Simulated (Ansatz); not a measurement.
# Ge3Te2Pt: the cost of one run

Method: DFT PBE, scalar-relativistic, plane waves, PAW, in Ansatz 0.2.0.

**1. The system as given**

It takes space group I4/mmm (No. 139, tetragonal). Conventional cell: a = 6.600 Å, b = 6.600 Å, c = 7.828 Å, α = 90.00°, β = 90.00°, γ = 90.00°. Ge (site symmetry mmm) has 2 Ge at 3.30 Å and 2 Pt at 3.30 Å as nearest neighbours. Ge (site symmetry 4/mmm) is surrounded by 2 Te at 1.96 Å. Te (site symmetry 4mm) has 1 Pt at 1.96 Å and 1 Ge at 1.96 Å as nearest neighbours. Pt (site symmetry 4/mmm) has 2 Te at 1.96 Å as nearest neighbours.

As a file:

```
CELL_PARAMETERS angstrom
-3.29977 3.29977 3.91391
3.29977 -3.29977 3.91391
3.29977 3.29977 -3.91391
ATOMIC_POSITIONS crystal
Ge 0.50000 0.00000 0.50000
Ge 0.00000 0.50000 0.50000
Ge 0.00000 0.00000 0.00000
Te 0.74997 0.74997 0.00000
Te 0.25003 0.25003 0.00000
Pt 0.50000 0.50000 0.00000
```

A structure generator made this guess: random cell by space group and Wyckoff sites (I4/mmm, No. 139). The dimensions are guesses.

**2. The guess as it stands, on a coarse mesh**

Input file input.yaml:

```yaml
crystal:
  lattice:
    - [-3.29976744, 3.29976744, 3.91391463]
    - [3.29976744, -3.29976744, 3.91391463]
    - [3.29976744, 3.29976744, -3.91391463]
  atoms:
    - { symbol: Ge, position: [0.5, 0.0, 0.5] }
    - { symbol: Ge, position: [0.0, 0.5, 0.5] }
    - { symbol: Ge, position: [0.0, 0.0, 0.0] }
    - { symbol: Te, position: [0.74997196, 0.74997196, 0.0] }
    - { symbol: Te, position: [0.25002804, 0.25002804, 0.0] }
    - { symbol: Pt, position: [0.5, 0.5, 0.0] }
basis:
  ecutwfc: 420
kpoints:
  mp_grid: { grid: [4, 4, 4] }
hamiltonian:
  xc: pbe
scf:
  occupations: { method: gaussian, width: 0.1 }
  lower_state_search: "off"
output:
  forces: true
  stress: true
  eigenvalues: true
```

Launch:

```bash
$ ansatz run input.yaml --threads 1 --pin off --max-ram 2560MiB --backend cpu --events-out ev --progress --plain --runs-dir out
```

**Question.** How long does this run take on 1 thread of Intel Xeon Platinum 8375C at 2.90GHz (Ice Lake), shared host, and how much memory does it need?

About 7.8 s, with a peak of 0.56 GiB.
